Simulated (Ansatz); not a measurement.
# SnH2O2 (SMILES [OH][Sn][OH]): wB97M-V/def2-SVP (core potential)

Aim: the electronic atomisation energy of SnH2O2 at wB97M-V/def2-SVP (core potential), from 4 runs. 

Program for the calculation: Ansatz 0.2.0.

45 further runs of the same task are left out: 45 set aside as unsound or not needed.

## (1) The structure to begin with

The species is SnH2O2 (5 atoms), meant as a singlet with charge 0. SMILES: `[OH][Sn][OH]`. The shape is that of a PBE0-D4/def2-TZVP optimisation. This is one conformer, not always the lowest.

Bond lengths: O1–Sn2 1.987 Å, Sn2–O3 1.966 Å, O1–H4 0.960 Å, O3–H5 0.964 Å. Angles: O1–Sn2–O3 91.9°, Sn2–O1–H4 116.9°, Sn2–O3–H5 111.9°.

## (2) The energy at wB97M-V/def2-SVP (core potential)

Contents of molecule.yaml:

```yaml
crystal:
  periodic: [false, false, false]
  atoms:
    - {symbol: O, position_ang: [-0.984300, 0.177800, -0.613800]}
    - {symbol: Sn, position_ang: [-0.153700, -0.943900, 0.800900]}
    - {symbol: O, position_ang: [1.561800, 0.002900, 0.636100]}
    - {symbol: H, position_ang: [-1.901200, -0.005600, -0.831400]}
    - {symbol: H, position_ang: [1.527200, 0.695100, -0.033300]}
basis:
  gaussian:
    orbitals: def2-SVP
hamiltonian:
  xc: {name: wB97M-V}
accuracy: high
output:
  orbitals: {seedname: orbitals}
```

Run with:

```sh
ansatz run molecule.yaml --threads 1 --pin off --max-ram 3480MiB --events-out events.jsonl --progress --plain --runs-dir runs
```

What it wrote:

```text
Warning: RAYON_NUM_THREADS=1 ignored (pool sized by the plan → 1); use --threads N
Functional definition: wB97M-V
  name "wB97M-V"
  parameter omega = 0.3/bohr
  parameter cx = 0.15
  parameter cx01 = 1.007
  parameter cx10 = 0.259
  parameter css00 = 0.443
  parameter css04 = -1.437
  parameter css10 = -4.535
  parameter css20 = -3.390
  parameter css43 = 4.278
  parameter cos00 = 1.000
  parameter cos10 = 1.358
  parameter cos20 = 2.924
  parameter cos21 = -8.812
  parameter cos60 = -1.390
  parameter cos61 = 9.142
  parameter b = 6.0
  parameter c = 0.01
  gx(w, u) = 1 - cx + cx01*u + cx10*w
  gss(w, u) = css00 + css04*u^4 + css10*w + css20*w^2 + css43*w^4*u^3
  gos(w, u) = cos00 + cos10*w + (cos20 + cos21*u)*w^2 + (cos60 + cos61*u)*w^6
  exchange = spin_sum(e_x_unif_sr(omega)*gx(b97_w, b97_u_x)) + cx*exact_x_sr(omega) + exact_x_lr(omega)
  correlation = spin_sum(e_c_pw_mod_same_spin*gss(b97_w, b97_u_same))
      + integral(e_c_pw_mod_opposite_spin*gos(b97_w_opposite, b97_u_opposite)) + vv10(b, c)
1456 factors; integrals over basis functions are off by at most 3.2e-9 eV
287 factors; integrals over basis functions are off by at most 1.8e-9 eV
mean field evaluation 1: about -9944.7235 eV, gradient 6.6e1 eV
mean field evaluation 2: about -9937.1014 eV, gradient 9.3e1 eV
mean field evaluation 4: about -9953.1602 eV, gradient 1.0e0 eV
mean field evaluation 8: about -9953.2280 eV, gradient 2.5e-1 eV
mean field evaluation 16: about -9953.2282 eV, gradient 1.6e-4 eV
mean field -9953.22816740 eV, -365.7743886117 hartree, gradient 3.1e-8 eV, S^2 0.000000; 0 other end points of the search recorded, 0 dependent functions left out
reference -9953.22817120 eV, -365.7743887513 hartree; 20, 20 occupied and 44, 44 virtual orbitals, 1456 factors
Total energy: -9953.22817120 eV, -365.7743887513 hartree
```

Run time: 54 s. Hardware: 1 thread of Arm Neoverse V1, shared host; peak memory 0.39 GiB.

## (3) The H atom at the same level

Contents of input.yaml:

```yaml
crystal:
  periodic: [false, false, false]
  atoms:
    - symbol: H
      position_ang: [0.000000, 0.000000, 0.000000]
basis:
  gaussian:
    orbitals: def2-SVP
magnetization:
  spin_polarized: true
  initial_magnetization: 1
hamiltonian:
  xc: {name: wB97M-V}
accuracy: high
```

Run with:

```sh
ansatz run input.yaml --threads 1 --pin off --max-ram 3480MiB --events-out events.jsonl --progress --plain --runs-dir runs
```

What it wrote:

```text
Warning: RAYON_NUM_THREADS=1 ignored (pool sized by the plan → 1); use --threads N
[... 19 set-up lines as earlier in the session ...]
  gx(w, u) = 1 - cx + cx01*u + cx10*w
  gss(w, u) = css00 + css04*u^4 + css10*w + css20*w^2 + css43*w^4*u^3
  gos(w, u) = cos00 + cos10*w + (cos20 + cos21*u)*w^2 + (cos60 + cos61*u)*w^6
[... 2 set-up lines as earlier in the session ...]
      + integral(e_c_pw_mod_opposite_spin*gos(b97_w_opposite, b97_u_opposite)) + vv10(b, c)
15 factors; integrals over basis functions are off by at most 8.9e-10 eV
15 factors; integrals over basis functions are off by at most 7.0e-10 eV
mean field evaluation 1: about -13.3774 eV, gradient 3.5e-1 eV
mean field evaluation 2: about -13.3785 eV, gradient 3.8e-1 eV
mean field evaluation 4: about -13.3802 eV, gradient 7.4e-5 eV
mean field evaluation 8: about -13.3802 eV, gradient 3.0e-9 eV
mean field -13.38016317 eV, -0.4917119273 hartree, gradient 7.8e-9 eV, S^2 0.750000; 0 other end points of the search recorded, 0 dependent functions left out
reference -13.38016526 eV, -0.4917120041 hartree; 1, 0 occupied and 4, 5 virtual orbitals, 15 factors
Total energy: -13.38016526 eV, -0.4917120041 hartree
```

Wall time 0.65 s (1 thread of Arm Neoverse V1, shared host); peak memory 0.1 GiB.

## (4) The O atom, same level

Contents of molecule.yaml:

```yaml
crystal:
  periodic: [false, false, false]
  atoms:
    - {symbol: O, position_ang: [0.000000, 0.000000, 0.000000]}
basis:
  gaussian: {orbitals: def2-SVP}
magnetization: {spin_polarized: true, initial_magnetization: 2}
hamiltonian: {xc: {name: wB97M-V}}
accuracy: high
```

Run the same way, it converges to -74.98020 Eh (log not shown).

## (5) The Sn atom

Contents of molecule.yaml:

```yaml
basis:
  gaussian: {orbitals: def2-SVP}
crystal:
  periodic: [false, false, false]
  atoms:
    - symbol: Sn
      position_ang: [0.000000, 0.000000, 0.000000]
accuracy: high
magnetization: {spin_polarized: true, initial_magnetization: 2}
hamiltonian: {xc: {name: wB97M-V}}
```

Run the same way, it converges to -214.20122 Eh (log not shown).

## (6) Outcome

At wB97M-V/def2-SVP (core potential):

```
                     quantity          value
       molecule: total energy  -365.77439 Eh
        molecule: HOMO energy       -9.41 eV
        molecule: LUMO energy        0.12 eV
      molecule: HOMO–LUMO gap        9.53 eV
         H atom: total energy    -0.49171 Eh
                 H atom: ⟨S²⟩          0.750
         O atom: total energy   -74.98020 Eh
                 O atom: ⟨S²⟩          2.003
        Sn atom: total energy  -214.20122 Eh
                Sn atom: ⟨S²⟩          2.003
electronic atomisation energy      17.125 eV
```

What this shows: Taking the molecule apart into free atoms costs 17.13 eV (1652 kJ/mol), before zero-point energy and without spin-orbit coupling.
